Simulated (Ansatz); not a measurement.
Runs of Ansatz 0.2.0 on Co. The cell holds a sheet with vacuum, 1 atom: a = 2.347 Å, b = 2.347 Å, c = 23.800 Å, α = 90.00°, β = 90.00°, γ = 120.00°. The cell was built by a generator and needn't be a form met in nature.

| task | level | cell | cutoff (eV) | gap on the mesh (eV) | moment (μB) | work function (eV) |
| --- | --- | --- | --- | --- | --- | --- |
| single point | LDA | as given | 327 | none | 1.70 | (a) |
| single point | PBE | as given | 327 | none | 1.72 | 5.19 |
| relaxation of the atoms | PBE | atoms relaxed | - | - | 1.72 | - |
| projected density of states | PBE | as given | 327 | - | 1.72 | 5.19 |
| single point | PBEsol | as given | 327 | none | 1.72 | 5.32 |

Alike in all rows: potentials or basis all-electron LAPW, scalar-relativistic; spin collinear, ferromagnetic start; k mesh 13 × 13 × 1; smearing fermi-dirac 0.05 eV; basis error allowed 0.002 eV/atom.

Q: Fill in the values left out.

A: (a) 5.55.

Caveats: the relaxation stopped at its first step, so nothing moved (some runs).

A gap of «none» marks a metal or a gap under the smearing width.
